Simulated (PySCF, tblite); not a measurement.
**C₂H₁₁PSSi₂: geometry, infrared bands and NMR shifts**

Wanted: the infrared bands and NMR shifts of C₂H₁₁PSSi₂ (`C[C@@H]([SiH3])S[SiH2]P`), by calculation.

Programs: tblite 0.8.0 and PySCF 2.14.0, with density-fitted response routines of our own. Each step states its level of theory. These are calculated values for one molecule in the gas phase, unless marked as measured. Atoms are numbered from 0 throughout.

**1. Starting geometry**

17 atoms, charge 0, multiplicity 1; geometry from: force field or distance geometry start.

Bonds of the start (Å): C0–C1 1.50, C1–Si2 1.84, C1–S3 1.81, S3–Si4 2.13, Si4–P5 2.22, C0–H6 1.11, C0–H7 1.11, C0–H8 1.12, C1–H9 1.09, Si2–H10 1.46, Si2–H11 1.47, Si2–H12 1.46, Si4–H13 1.48, Si4–H14 1.46, P5–H15 1.45, P5–H16 1.44.

**2. Optimising the geometry with GFN2-xTB**

The job: settings as JSON, then the geometry in Å.

```
{"job": {"kind": "relax", "xc": "GFN2-xTB", "basis": "xTB"}, "charge": 0, "multiplicity": 1}
C     -1.525400    -1.710100    -0.268500
C     -0.885300    -0.350300    -0.269200
Si    -2.068700     1.055900    -0.326100
S      0.053700    -0.197200     1.266500
Si     1.873900     0.885200     1.045700
P      3.326100    -0.441500     0.018500
H     -2.489500    -1.708800    -0.818000
H     -0.814200    -2.431000    -0.721000
H     -1.719900    -1.980700     0.797800
H     -0.213200    -0.309000    -1.127500
H     -2.821100     1.103700     0.926900
H     -3.010800     0.948600    -1.449800
H     -1.311200     2.294500    -0.449700
H      1.668000     2.140600     0.280500
H      2.392000     1.284700     2.354500
H      4.628400     0.202200     0.045000
H      2.910200    -0.774600    -1.315400
```

Launch:

```sh
$ OMP_NUM_THREADS=1 python probes_run.py task.json out
```

This one command runs all jobs of the session in turn.

**Question.** This job is followed by: GFN2-xTB harmonic vibrations, gas phase; GIAO PBE0/pcSseg-1 NMR shielding, non-relativistic, gas phase. Predict these results of the whole session: strongest single infrared mode (GFN2-xTB); zero-point energy (GFN2-xTB); 13C shifts against TMS (PBE0/pcSseg-1); 1H shifts against TMS (PBE0/pcSseg-1, means over atoms taken as alike); 29Si shifts against TMS (PBE0/pcSseg-1); 33S shifts against CS2 (PBE0/pcSseg-1); 31P shifts against H3PO4 (PBE0/pcSseg-1).

As calculated:

| quantity | value |
| --- | --- |
| strongest single infrared mode (GFN2-xTB) | 774 cm⁻¹, 559 km/mol |
| zero-point energy (GFN2-xTB) | 71.9 kcal/mol |
| 13C shifts against TMS (PBE0/pcSseg-1) | 24.4, 24.1 ppm |
| 1H shifts against TMS (PBE0/pcSseg-1, means over atoms taken as alike) | 5.30, 5.28, 3.95, 2.31, 1.50, 1.08 ppm |
| 29Si shifts against TMS (PBE0/pcSseg-1) | -27.6, -59.0 ppm |
| 33S shifts against CS2 (PBE0/pcSseg-1) | -133 ppm |
| 31P shifts against H3PO4 (PBE0/pcSseg-1) | -309.8 ppm |

In words: The optimisation took 184 steps and gained 1.054 eV; among the close pairs (by a distance rule), C1–Si2 changed most, from 1.839 to 1.912 Å. No mode is imaginary among the 45: a minimum at this level. The strongest single mode, at 774 cm⁻¹, is spread over many atoms; the largest shares are those of H14, H13. Unscaled tight-binding wavenumbers are off by several per cent, some by more. Its intensities can rank the bands wrongly. At PBE0/pcSseg-1: Shielding is most anisotropic at S3 (span 392 ppm, paramagnetic term -423 ppm).
